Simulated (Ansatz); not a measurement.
**C2H5FGe: up Jacob's ladder to CCSD(T)**

An exercise on one series of results from a longer session: the logs are not shown, and one member is left open.

Computed with Ansatz 0.2.0, Gaussian basis. Level: functionals in def2-TZVPP, the program's frozen cores in correlated methods.

The runs, in order: PBE-D4, r2SCAN-D4, PBE0-D4, B3LYP-D4, ωB97X-V, ωB97M-V, B2PLYP; CCSD(T)/def2-TZVPP; MP2/def2-QZVPP; extrapolation to the limit.

## Structure used throughout

All runs share one geometry, relaxed beforehand with PBE0-D4 in a triple-zeta def2 set.

SMILES `[F][GeH]1[CH2][CH2]1`, 9 atoms, charge 0, spin multiplicity 1.

Atoms are counted from 1 here; the program's logs count them from 0.

Bond lengths: F1–Ge2 1.739 Å, Ge2–C3 1.917 Å, Ge2–C4 1.917 Å, Ge2–H5 1.519 Å, C3–C4 1.556 Å, C3–H6 1.085 Å, C3–H7 1.085 Å, C4–H8 1.085 Å, C4–H9 1.085 Å. Angles: F1–Ge2–C3 115.4°, F1–Ge2–C4 115.4°, F1–Ge2–H5 109.1°, C3–Ge2–C4 47.9°, C3–Ge2–H5 128.5°, C4–Ge2–H5 128.5°, Ge2–C3–C4 66.1°, Ge2–C3–H6 117.7°, Ge2–C3–H7 119.7°, C4–C3–H6 116.0°, C4–C3–H7 116.8°, H6–C3–H7 112.9°, Ge2–C4–C3 66.1°, Ge2–C4–H8 117.7°, Ge2–C4–H9 119.7°, C3–C4–H8 116.0°, C3–C4–H9 116.8°, H8–C4–H9 112.9°.

The first run:

Contents of in.yaml:

```yaml
crystal:
  periodic: [false, false, false]
  atoms:
    - {symbol: F, position_ang: [-0.594559, -0.394902, -2.333605]}
    - {symbol: Ge, position_ang: [-0.348132, 0.561003, -0.902088]}
    - {symbol: C, position_ang: [0.947991, -0.126120, 0.332234]}
    - {symbol: C, position_ang: [-0.526394, -0.382363, 0.757415]}
    - {symbol: H, position_ang: [-0.688064, 2.009301, -1.207199]}
    - {symbol: H, position_ang: [1.515259, -1.001044, 0.032092]}
    - {symbol: H, position_ang: [1.521745, 0.559326, 0.947114]}
    - {symbol: H, position_ang: [-0.860494, -1.413947, 0.717702]}
    - {symbol: H, position_ang: [-0.878753, 0.142546, 1.639137]}
basis:
  gaussian: {orbitals: def2-TZVPP}
hamiltonian: {xc: pbe, dispersion: d4}
output: {forces: true, orbitals: {seedname: orbitals}}
```

Launch:

```console
ansatz run in.yaml --threads 4 --pin off --events-out ev --progress --plain --max-ram 10444MiB
```

Steps of the session up to this table: PBE-D4 (GGA); r2SCAN-D4 (meta-GGA); PBE0-D4 (hybrid); B3LYP-D4 (hybrid); ωB97X-V (range-separated); ωB97M-V (range-separated); B2PLYP (double hybrid); CCSD(T) in def2-TZVPP; MP2 in def2-QZVPP.

One of the session's tables, all rows but one given; the rest of the session is left out.

```
            method  atomisation energy (kJ/mol)
            PBE-D4                       3278.3
         r2SCAN-D4                       3231.5
           PBE0-D4                       3221.6
          B3LYP-D4                       3197.2
           ωB97X-V                       3229.3
           ωB97M-V                       3212.6
            B2PLYP                       3181.0
     HF/def2-TZVPP                       2325.9
    MP2/def2-TZVPP                       3208.7
   CCSD/def2-TZVPP                            ?
CCSD(T)/def2-TZVPP                       3155.7
           MP2/CBS                       3281.6
       CCSD(T)/CBS                       3228.6
```

**Question.** Estimate the row for CCSD/def2-TZVPP.

The run gave: atomisation energy (kJ/mol): 3105.4. In the column «atomisation energy (kJ/mol)» it lies between HF/def2-TZVPP (2325.9) and CCSD(T)/def2-TZVPP (3155.7).

To keep in mind: Free atoms (1 F, 1 Ge, 2 C, 5 H) were run apart at each level; the atomisation energy is their sum less the molecule, without zero-point or spin-orbit terms.
